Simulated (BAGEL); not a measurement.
**triplet GaSiH4F at 3 levels**

Wanted: a comparison of 3 runs (ROHF/6-31G*, UHF/6-31G*, ROHF/def2-SVP) of triplet GaSiH4F. 

The results are computed with BAGEL 1.2.2.

2 further runs of the same task are left out: 2 that didn't finish.

**1. The system as given**

GaSiH4F has 7 atoms, charge 0, and is taken as a triplet. SMILES of the parent species: `[F][GaH][SiH3]`. The shape is that of a PBE0-D4/def2-TZVP optimisation. That shape belongs to the parent species and isn't relaxed for this state.

Bond lengths: F1–Ga2 1.766 Å, Ga2–Si3 2.406 Å, Ga2–H4 1.565 Å, Si3–H5 1.487 Å, Si3–H6 1.487 Å, Si3–H7 1.487 Å. Angles: F1–Ga2–Si3 112.7°, F1–Ga2–H4 112.3°, Si3–Ga2–H4 135.0°, Ga2–Si3–H5 109.4°, Ga2–Si3–H6 111.2°, Ga2–Si3–H7 109.6°, H5–Si3–H6 108.8°, H5–Si3–H7 108.9°, H6–Si3–H7 108.9°.

**2. The energy at ROHF/6-31G(d) (density fitting with qzvpp-jkfit, spherical functions) (run 1)**

The input, input.json:

```json
{ "bagel": [

{
  "title": "molecule",
  "basis": "6-31gs.json",
  "df_basis": "qzvpp-jkfit",
  "angstrom": true,
  "geometry": [
    { "atom": "F", "xyz": [    0.231600,   -2.152100,    1.342200 ] },
    { "atom": "Ga", "xyz": [    0.019100,   -0.400000,    1.279300 ] },
    { "atom": "Si", "xyz": [   -0.029700,    0.450800,   -0.970800 ] },
    { "atom": "H", "xyz": [   -0.096900,    0.235400,    2.704700 ] },
    { "atom": "H", "xyz": [   -1.196100,   -0.125700,   -1.691600 ] },
    { "atom": "H", "xyz": [   -0.144400,    1.933400,   -0.983000 ] },
    { "atom": "H", "xyz": [    1.216400,    0.058100,   -1.680800 ] }
  ]
},
{
  "title": "rohf",
  "nopen": 2
},
{
  "title": "print",
  "file": "orbitals.molden",
  "orbitals": true
}

]}
```

The basis set 6-31G* is read from a file made from the Basis Set Exchange's data (not shown).

Started as:

```bash
$ BAGEL_NUM_THREADS=1 BAGEL input.json > input.out
```

The log of the run:

```text
* using 1 threads per process

  ===============================================================
  ===============================================================

  *** Geometry ***

  { "atom" : "F", "xyz" : [      0.437661,     -4.066880,      2.536390 ] },
  { "atom" : "Ga", "xyz" : [      0.036094,     -0.755890,      2.417527 ] },
  { "atom" : "Si", "xyz" : [     -0.056125,      0.851889,     -1.834546 ] },
  { "atom" : "H", "xyz" : [     -0.183114,      0.444842,      5.111142 ] },
  { "atom" : "H", "xyz" : [     -2.260301,     -0.237539,     -3.196661 ] },
  { "atom" : "H", "xyz" : [     -0.272876,      3.653596,     -1.857601 ] },
  { "atom" : "H", "xyz" : [      2.298663,      0.109793,     -3.176252 ] },

  Number of auxiliary basis functions:      543

  Since a DF basis is specified, we compute 2- and 3-index integrals:
    o Being stored without compression. Storage requirement is 0.023 GB

  Number of basis functions:       72
  Number of electrons      :       58

    * METHOD: MOLECULE                             0.23

  *** Open-shell HF ***

  === Nuclear Repulsion ===
   246.9971785450

      * DIIS with orbital gradients will be used.

  === ROHF iteration (6-31gs.json) ===
      0      -2313.29402144          0.03946289           0.13
      1      -2313.40071315          0.03208075           0.12
      2      -2313.45595823          0.02267674           0.12
      3      -2313.50719981          0.00215563           0.12
      4      -2313.50947718          0.00147330           0.12
      5      -2313.51064381          0.00090733           0.12
      6      -2313.51133407          0.00026961           0.12
      7      -2313.51148985          0.00005815           0.12
      8      -2313.51150224          0.00001966           0.12
      9      -2313.51150504          0.00000871           0.12
     10      -2313.51150504          0.00000423           0.12
     11      -2313.51150515          0.00000195           0.12
     12      -2313.51150514          0.00000106           0.12
     13      -2313.51150517          0.00000048           0.12
     14      -2313.51150520          0.00000023           0.12
     15      -2313.51150522          0.00000011           0.12
     16      -2313.51150523          0.00000006           0.12
     17      -2313.51150523          0.00000003           0.12
     18      -2313.51150523          0.00000002           0.12
     19      -2313.51150523          0.00000001           0.12
     20      -2313.51150523          0.00000001           0.12
    * SCF iteration converged.

    * S^2 (ROHF) is 2.0000

    * Permanent dipole moment:
           (    0.146677,    -1.383659,     1.228060) a.u.

    * METHOD: ROHF                                 2.69

    * METHOD: PRINT                                0.01

  ===============================================================
```

It took 3.3 s on 1 thread of Intel Xeon 6975P-C (Granite Rapids), shared host; peak memory 0.13 GiB.

**3. A single-point energy at UHF/6-31G(d) (density fitting with qzvpp-jkfit, spherical functions) (run 2)**

The input, input.json:

```json
{ "bagel" : [

{
  "title" : "molecule",
  "basis" : "6-31gs.json",
  "df_basis" : "qzvpp-jkfit",
  "angstrom" : "true",
  "geometry" : [
    { "atom" : "F", "xyz" : [    0.231600,   -2.152100,    1.342200 ] },
    { "atom" : "Ga", "xyz" : [    0.019100,   -0.400000,    1.279300 ] },
    { "atom" : "Si", "xyz" : [   -0.029700,    0.450800,   -0.970800 ] },
    { "atom" : "H", "xyz" : [   -0.096900,    0.235400,    2.704700 ] },
    { "atom" : "H", "xyz" : [   -1.196100,   -0.125700,   -1.691600 ] },
    { "atom" : "H", "xyz" : [   -0.144400,    1.933400,   -0.983000 ] },
    { "atom" : "H", "xyz" : [    1.216400,    0.058100,   -1.680800 ] }
  ]
},
{
  "title" : "uhf",
  "nopen" : 2
},
{
  "title" : "print",
  "file" : "orbitals.molden",
  "orbitals" : "true"
}

]}
```

The basis set 6-31G* is read from a file made from the Basis Set Exchange's data (not shown).

Started as:

```bash
$ BAGEL_NUM_THREADS=1 BAGEL input.json > input.out
```

The log of the run:

```text
* using 1 threads per process

  ===============================================================
  ===============================================================

  *** Geometry ***

  { "atom" : "F", "xyz" : [      0.437661,     -4.066880,      2.536390 ] },
  { "atom" : "Ga", "xyz" : [      0.036094,     -0.755890,      2.417527 ] },
  { "atom" : "Si", "xyz" : [     -0.056125,      0.851889,     -1.834546 ] },
  { "atom" : "H", "xyz" : [     -0.183114,      0.444842,      5.111142 ] },
  { "atom" : "H", "xyz" : [     -2.260301,     -0.237539,     -3.196661 ] },
  { "atom" : "H", "xyz" : [     -0.272876,      3.653596,     -1.857601 ] },
  { "atom" : "H", "xyz" : [      2.298663,      0.109793,     -3.176252 ] },

  Number of auxiliary basis functions:      543

  Since a DF basis is specified, we compute 2- and 3-index integrals:
    o Being stored without compression. Storage requirement is 0.023 GB

  Number of basis functions:       72
  Number of electrons      :       58

    * METHOD: MOLECULE                             0.23

  *** Open-shell HF ***

  === Nuclear Repulsion ===
   246.9971785450

      * DIIS with orbital gradients will be used.

  === UHF iteration (6-31gs.json) ===
      0      -2313.29402144          0.03946289           0.12
      1      -2313.40522234          0.03198405           0.12
      2      -2313.46075026          0.02253867           0.12
      3      -2313.51061401          0.00177907           0.12
      4      -2313.51219951          0.00113281           0.12
      5      -2313.51283699          0.00068750           0.12
      6      -2313.51339515          0.00036842           0.12
      7      -2313.51368379          0.00017081           0.11
      8      -2313.51378623          0.00008183           0.12
      9      -2313.51382074          0.00003858           0.12
     10      -2313.51382844          0.00002027           0.12
     11      -2313.51382944          0.00001144           0.11
     12      -2313.51382984          0.00000445           0.12
     13      -2313.51382988          0.00000225           0.12
     14      -2313.51382989          0.00000126           0.12
     15      -2313.51382989          0.00000075           0.12
     16      -2313.51382989          0.00000056           0.12
     17      -2313.51382989          0.00000044           0.12
     18      -2313.51382989          0.00000032           0.12
     19      -2313.51382989          0.00000017           0.12
     20      -2313.51382989          0.00000009           0.12
     21      -2313.51382989          0.00000004           0.12
     22      -2313.51382989          0.00000002           0.12
     23      -2313.51382989          0.00000001           0.12
     24      -2313.51382989          0.00000001           0.12
     25      -2313.51382989          0.00000001           0.12
    * SCF iteration converged.

    * S^2 (UHF) is 2.0065

    * Permanent dipole moment:
           (    0.147163,    -1.382191,     1.225579) a.u.

    * METHOD: UHF                                  3.27

    * METHOD: PRINT                                0.01

  ===============================================================
```

It took 3.9 s on 1 thread of Intel Xeon 6975P-C (Granite Rapids), shared host; peak memory 0.13 GiB.

**4. The energy at ROHF/def2-SVP (density fitting with qzvpp-jkfit) (run 3)**

The input, job.json:

```json
{ "bagel": [

{
  "title": "molecule",
  "basis": "svp",
  "df_basis": "qzvpp-jkfit",
  "angstrom": true,
  "geometry": [
    { "atom": "F", "xyz": [    0.231600,   -2.152100,    1.342200 ] },
    { "atom": "Ga", "xyz": [    0.019100,   -0.400000,    1.279300 ] },
    { "atom": "Si", "xyz": [   -0.029700,    0.450800,   -0.970800 ] },
    { "atom": "H", "xyz": [   -0.096900,    0.235400,    2.704700 ] },
    { "atom": "H", "xyz": [   -1.196100,   -0.125700,   -1.691600 ] },
    { "atom": "H", "xyz": [   -0.144400,    1.933400,   -0.983000 ] },
    { "atom": "H", "xyz": [    1.216400,    0.058100,   -1.680800 ] }
  ]
},
{
  "title": "rohf",
  "nopen": 2
},
{
  "title": "print",
  "file": "orbitals.molden",
  "orbitals": true
}

]}
```

Started as:

```bash
$ BAGEL_NUM_THREADS=1 BAGEL job.json > job.out
```

The log of the run:

```text
* using 1 threads per process

  ===============================================================
  ===============================================================

  *** Geometry ***

  { "atom" : "F", "xyz" : [      0.437661,     -4.066880,      2.536390 ] },
  { "atom" : "Ga", "xyz" : [      0.036094,     -0.755890,      2.417527 ] },
  { "atom" : "Si", "xyz" : [     -0.056125,      0.851889,     -1.834546 ] },
  { "atom" : "H", "xyz" : [     -0.183114,      0.444842,      5.111142 ] },
  { "atom" : "H", "xyz" : [     -2.260301,     -0.237539,     -3.196661 ] },
  { "atom" : "H", "xyz" : [     -0.272876,      3.653596,     -1.857601 ] },
  { "atom" : "H", "xyz" : [      2.298663,      0.109793,     -3.176252 ] },

  Number of auxiliary basis functions:      543

  Since a DF basis is specified, we compute 2- and 3-index integrals:
    o Being stored without compression. Storage requirement is 0.031 GB

  Number of basis functions:       84
  Number of electrons      :       58

    * METHOD: MOLECULE                             0.21

  *** Open-shell HF ***

  === Nuclear Repulsion ===
   246.9971785450

      * DIIS with orbital gradients will be used.

  === ROHF iteration (svp) ===
      0      -2313.19685066          0.03309816           0.15
      1      -2313.29819978          0.02611735           0.14
      2      -2313.34966008          0.01796968           0.15
      3      -2313.39533712          0.00182949           0.15
      4      -2313.39743564          0.00117740           0.15
      5      -2313.39841420          0.00071676           0.15
      6      -2313.39894754          0.00022071           0.15
      7      -2313.39907699          0.00004797           0.15
      8      -2313.39909232          0.00001730           0.16
      9      -2313.39909325          0.00000774           0.15
     10      -2313.39909362          0.00000403           0.15
     11      -2313.39909369          0.00000172           0.15
     12      -2313.39909371          0.00000085           0.15
     13      -2313.39909375          0.00000046           0.14
     14      -2313.39909377          0.00000022           0.15
     15      -2313.39909379          0.00000011           0.15
     16      -2313.39909380          0.00000005           0.15
     17      -2313.39909380          0.00000003           0.15
     18      -2313.39909380          0.00000001           0.15
     19      -2313.39909380          0.00000001           0.15
    * SCF iteration converged.

    * S^2 (ROHF) is 2.0000

    * Permanent dipole moment:
           (    0.146675,    -1.377092,     1.163847) a.u.

    * METHOD: ROHF                                 3.16

    * METHOD: PRINT                                0.01

  ===============================================================
```

Wall time 3.6 s (1 thread of Intel Xeon 6975P-C (Granite Rapids), shared host); peak memory 0.14 GiB.

**5. All runs side by side**

```csv
run,level,energy (Eh),dipole moment (D),⟨S²⟩,wall time
1,"ROHF/6-31G* (density fitting with qzvpp-jkfit, spherical functions)",-2313.511505,4.72,2.000,3.3 s
2,"UHF/6-31G* (density fitting with qzvpp-jkfit, spherical functions)",-2313.513830,4.71,2.006,3.9 s
3,ROHF/def2-SVP (density fitting with qzvpp-jkfit),-2313.399094,4.60,2.000,3.6 s
```

**6. What came out**

```
            quantity           value
 run 3: total energy  -2313.39909 Eh
run 3: dipole moment          4.60 D
         run 3: ⟨S²⟩           2.000
```

The dipole moment (its size) runs from 4.60 D (ROHF/def2-SVP) to 4.72 D (ROHF/6-31G*). All runs together took 11 s, the longest 3.9 s.
